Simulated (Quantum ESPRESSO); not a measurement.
Set up this calculation in Quantum ESPRESSO 7.5, as the native input.

```yaml
Task: band structure
Functional: PBEsol
Potentials_or_basis: SG15 PBE 1.2
Cutoff: 952 eV
Density_cutoff: 3810 eV
k_mesh: 5 × 5 × 1
Occupations: fermi-dirac, width 0.05 eV
Spin: collinear spin, ferromagnetic start
Starting_moments: "[0.0, 0.0, 3.0, 3.0, 0.0, 0.0, 0.0, 0.0, 0.0] μB"
Mixing_beta: 0.3
Most_SCF_iterations: 120
SCF_threshold: 1.8e-09 Ry
```

CsLiCr2Te2S3:

```
CELL_PARAMETERS angstrom
3.60358 0.00000 0.00000
-1.80179 3.12079 0.00000
0.00000 0.00000 19.06651
ATOMIC_POSITIONS crystal
Cs 0.00000 0.00000 0.37399
Li 0.66667 0.33333 0.01607
Cr 0.00000 0.00000 0.86637
Cr 0.33333 0.66667 0.16833
Te 0.33333 0.66667 0.53891
Te 0.66667 0.33333 0.77276
S 0.00000 0.00000 0.10030
S 0.33333 0.66667 0.92920
S 0.66667 0.33333 0.23408
```

The cell was built by a generator and needn't be a form met in nature.

The input as run:

pw.in

```
&CONTROL
  calculation = 'scf'
  prefix = 'pwscf'
  outdir = './tmp'
  pseudo_dir = './pseudo'
  tprnfor = .true.
  tstress = .true.
  disk_io = 'low'
/
&SYSTEM
  ibrav = 0
  celldm(1) = 8
  nat = 9
  ntyp = 5
  ecutwfc = 70
  nbnd = 61
  input_dft = 'pbesol'
  occupations = 'smearing'
  smearing = 'fd'
  degauss = 0.00367493
  nspin = 2
  starting_magnetization(1) = 0
  starting_magnetization(2) = 0
  starting_magnetization(3) = 0.2143
  starting_magnetization(4) = 0
  starting_magnetization(5) = 0
/
&ELECTRONS
  conv_thr = 1.8d-09
  electron_maxstep = 120
  mixing_beta = 0.3
/
ATOMIC_SPECIES
Cs   132.9055 Cs_ONCV_PBE-1.2.upf
Li     6.9400 Li_ONCV_PBE-1.2.upf
Cr    51.9961 Cr_ONCV_PBE-1.2.upf
Te   127.6000 Te_ONCV_PBE-1.2.upf
S     32.0600 S_ONCV_PBE-1.2.upf
CELL_PARAMETERS alat
  0.8512224085224  -0.0000000000000  -0.0000000000000
 -0.4256112042612   0.7371797990589   0.0000000000000
 -0.0000000000000  -0.0000000000000   4.5038102565548
ATOMIC_POSITIONS crystal
Cs     0.0000000000    0.0000000000    0.3739900000
Li     0.6666700000    0.3333300000    0.0160700000
Cr     0.0000000000    0.0000000000    0.8663700000
Cr     0.3333300000    0.6666700000    0.1683300000
Te     0.3333300000    0.6666700000    0.5389100000
Te     0.6666700000    0.3333300000    0.7727600000
S      0.0000000000    0.0000000000    0.1003000000
S      0.3333300000    0.6666700000    0.9292000000
S      0.6666700000    0.3333300000    0.2340800000
K_POINTS automatic
5 5 1 0 0 0
```

bands.in

```
&CONTROL
  calculation = 'bands'
  prefix = 'pwscf'
  outdir = './tmp'
  pseudo_dir = './pseudo'
  disk_io = 'low'
  verbosity = 'high'
/
&SYSTEM
  ibrav = 0
  celldm(1) = 8
  nat = 9
  ntyp = 5
  ecutwfc = 70
  nbnd = 61
  input_dft = 'pbesol'
  occupations = 'smearing'
  smearing = 'fd'
  degauss = 0.00367493
  nspin = 2
  starting_magnetization(1) = 0
  starting_magnetization(2) = 0
  starting_magnetization(3) = 0.2143
  starting_magnetization(4) = 0
  starting_magnetization(5) = 0
/
&ELECTRONS
  conv_thr = 1d-08
  electron_maxstep = 120
  mixing_beta = 0.3
  diago_full_acc = .true.
  startingwfc = 'random'
/
ATOMIC_SPECIES
Cs   132.9055 Cs_ONCV_PBE-1.2.upf
Li     6.9400 Li_ONCV_PBE-1.2.upf
Cr    51.9961 Cr_ONCV_PBE-1.2.upf
Te   127.6000 Te_ONCV_PBE-1.2.upf
S     32.0600 S_ONCV_PBE-1.2.upf
CELL_PARAMETERS alat
  0.8512224085224  -0.0000000000000  -0.0000000000000
 -0.4256112042612   0.7371797990589   0.0000000000000
 -0.0000000000000  -0.0000000000000   4.5038102565548
ATOMIC_POSITIONS crystal
Cs     0.0000000000    0.0000000000    0.3739900000
Li     0.6666700000    0.3333300000    0.0160700000
Cr     0.0000000000    0.0000000000    0.8663700000
Cr     0.3333300000    0.6666700000    0.1683300000
Te     0.3333300000    0.6666700000    0.5389100000
Te     0.6666700000    0.3333300000    0.7727600000
S      0.0000000000    0.0000000000    0.1003000000
S      0.3333300000    0.6666700000    0.9292000000
S      0.6666700000    0.3333300000    0.2340800000
K_POINTS crystal
60
 0.0000000000  0.0000000000  0.0000000000 1
 0.0555555556  0.0000000000  0.0000000000 1
 0.1111111111  0.0000000000  0.0000000000 1
 0.1666666667  0.0000000000  0.0000000000 1
 0.2222222222  0.0000000000  0.0000000000 1
 0.2777777778  0.0000000000  0.0000000000 1
 0.3333333333  0.0000000000  0.0000000000 1
 0.3888888889  0.0000000000  0.0000000000 1
 0.4444444444  0.0000000000  0.0000000000 1
 0.5000000000  0.0000000000  0.0000000000 1
 0.4666666667  0.0666666667  0.0000000000 1
 0.4333333333  0.1333333333  0.0000000000 1
 0.4000000000  0.2000000000  0.0000000000 1
 0.3666666667  0.2666666667  0.0000000000 1
 0.3333333333  0.3333333333  0.0000000000 1
 0.3030303030  0.3030303030  0.0000000000 1
 0.2727272727  0.2727272727  0.0000000000 1
 0.2424242424  0.2424242424  0.0000000000 1
 0.2121212121  0.2121212121  0.0000000000 1
 0.1818181818  0.1818181818  0.0000000000 1
 0.1515151515  0.1515151515  0.0000000000 1
 0.1212121212  0.1212121212  0.0000000000 1
 0.0909090909  0.0909090909  0.0000000000 1
 0.0606060606  0.0606060606  0.0000000000 1
 0.0303030303  0.0303030303  0.0000000000 1
 0.0000000000  0.0000000000  0.0000000000 1
 0.0000000000  0.0000000000  0.5000000000 1
 0.0500000000  0.0000000000  0.5000000000 1
 0.1000000000  0.0000000000  0.5000000000 1
 0.1500000000  0.0000000000  0.5000000000 1
 0.2000000000  0.0000000000  0.5000000000 1
 0.2500000000  0.0000000000  0.5000000000 1
 0.3000000000  0.0000000000  0.5000000000 1
 0.3500000000  0.0000000000  0.5000000000 1
 0.4000000000  0.0000000000  0.5000000000 1
 0.4500000000  0.0000000000  0.5000000000 1
 0.5000000000  0.0000000000  0.5000000000 1
 0.4722222222  0.0555555556  0.5000000000 1
 0.4444444444  0.1111111111  0.5000000000 1
 0.4166666667  0.1666666667  0.5000000000 1
 0.3888888889  0.2222222222  0.5000000000 1
 0.3611111111  0.2777777778  0.5000000000 1
 0.3333333333  0.3333333333  0.5000000000 1
 0.3076923077  0.3076923077  0.5000000000 1
 0.2820512821  0.2820512821  0.5000000000 1
 0.2564102564  0.2564102564  0.5000000000 1
 0.2307692308  0.2307692308  0.5000000000 1
 0.2051282051  0.2051282051  0.5000000000 1
 0.1794871795  0.1794871795  0.5000000000 1
 0.1538461538  0.1538461538  0.5000000000 1
 0.1282051282  0.1282051282  0.5000000000 1
 0.1025641026  0.1025641026  0.5000000000 1
 0.0769230769  0.0769230769  0.5000000000 1
 0.0512820513  0.0512820513  0.5000000000 1
 0.0256410256  0.0256410256  0.5000000000 1
 0.0000000000  0.0000000000  0.5000000000 1
 0.5000000000  0.0000000000  0.5000000000 1
 0.5000000000  0.0000000000  0.0000000000 1
 0.3333333333  0.3333333333  0.0000000000 1
 0.3333333333  0.3333333333  0.5000000000 1
```

Potentials or basis: SG15 PBE 1.2.

The run is started by

```bash
$ OMP_NUM_THREADS=1 mpirun -n 4 pw.x -in pw.in > pw.out
$ OMP_NUM_THREADS=1 mpirun -n 4 pw.x -nk 4 -in bands.in > bands.out
```

Results of the run:

The pressure is -2.2 GPa, the largest force is 0.305 eV/Å and the band gap on the k mesh is none (metal or under the smearing width). The net moment is 5.67 μB per cell, the absolute moment is 6.93 μB per cell and the site moments are Cs +0.00; Li -0.01; Cr +2.65, +2.77; Te +0.01, -0.17; S -0.07, -0.08 μB. The valence electrons inside the program's atomic spheres are Cs 7.25; Li 2.32; Cr 11.89, 11.85; Te 13.05, 13.17; S 4.09, 4.10.

Caveat: the k mesh is coarse (spacing up to 0.40 Å⁻¹), so the values aren't converged; the potentials were made for another functional, which shifts forces and pressure; some levels on the path didn't converge; spin-orbit coupling is left out, which moves the levels of the heavy elements; only a ferromagnetic start was run, and an antiferromagnetic order may lie lower in energy.

Run time: 25 min on 4 MPI ranks on Intel(R) Xeon(R) Platinum 8375C CPU @ 2.90GHz (Ice Lake), with other jobs on the host, peak memory 2.3 GiB a rank.
